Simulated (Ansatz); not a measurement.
# GeCl₄ (singlet): wave-function methods side by side, cc-pVDZ

One table from this session's results is given with a row withheld; the runs are named, their logs left out.

Method: cc-pVDZ, core rule «outside noble gas», up to 34 orbitals frozen; program: Ansatz 0.2.0, Gaussian basis.

Plan: UHF; CCSD(T) on RHF; BCCD(T) on RHF; CCSDT(Q) on RHF; CASSCF and MRCISD+Q, 8 electrons in 8 orbitals; CASSCF and NEVPT2, 8 electrons in 8 orbitals.

11 further runs of the same task are left out: 4 that didn't finish, 7 set aside as unsound or not needed.

### What is computed

The geometry is a PBE0/def2-TZVP stationary point (not a proven minimum). No spin-orbit coupling is included. The filled d shell of Ge may be among the frozen orbitals whatever the setting's name suggests; the logs give the count.

5 atoms, charge 0, spin multiplicity 1.

Atoms are counted from 1 here; the program's logs count them from 0.

Bond lengths: Ge1–Cl2 2.117 Å, Ge1–Cl3 2.117 Å, Ge1–Cl4 2.117 Å, Ge1–Cl5 2.117 Å. Angles: Cl2–Ge1–Cl3 109.5°, Cl2–Ge1–Cl4 109.5°, Cl2–Ge1–Cl5 109.5°, Cl3–Ge1–Cl4 109.5°, Cl3–Ge1–Cl5 109.5°, Cl4–Ge1–Cl5 109.5°.

Set-up of the first run:

The input, in.yaml:

```yaml
crystal:
  periodic: [false, false, false]
  atoms:
    - {symbol: Ge, position_ang: [0.000000, 0.000000, 0.000000]}
    - {symbol: Cl, position_ang: [1.221899, 1.222219, 1.222210]}
    - {symbol: Cl, position_ang: [-1.224410, -1.219908, 1.222006]}
    - {symbol: Cl, position_ang: [-1.219807, 1.221998, -1.224519]}
    - {symbol: Cl, position_ang: [1.222318, -1.224309, -1.219697]}
basis:
  gaussian: {orbitals: cc-pVDZ}
magnetization: {spin_polarized: true, initial_magnetization: 0}
hamiltonian: {xc: hf}
output: {orbitals: {seedname: orbitals}}
```

The run is started by

```sh
$ ansatz run in.yaml --threads 1 --pin off --events-out ev --progress --plain --max-ram 4096MiB --backend cpu
```

Steps of the session up to this table: UHF; CCSD(T) on RHF; BCCD(T) on RHF; CCSDT(Q) on RHF; CASSCF and MRCISD+Q, 8 electrons in 8 orbitals; CASSCF and NEVPT2, 8 electrons in 8 orbitals.

One table of the session follows, with a row left open; its other results are not shown here.

| method | from RCCSDT(Q) (meV) |
| --- | --- |
| RHF | +18532.0 |
| RMP2 | +1717.6 |
| RCCSD | +488.3 |
| RCCSD(T) | +68.2 |
| BCCD(T) | +64.3 |
| RCCSDT | ? |
| RCCSDT(Q) | 0 |
| CASSCF frontier | +17300.0 |
| NEVPT2 frontier | +1765.1 |
| MRCISD frontier | +3131.9 |
| MRCISD+Q frontier | +592.6 |

**Question.** Estimate the row for RCCSDT.

As computed: from RCCSDT(Q) (meV): +41.2. In the column «from RCCSDT(Q) (meV)» it lies between RCCSDT(Q) (0) and BCCD(T) (+64.3).

With the free atoms at the same levels and basis (separate runs), the atomisation energy is 12.572 eV at RCCSDT(Q), 12.549 eV at RCCSD(T), 9.541 eV at RHF.
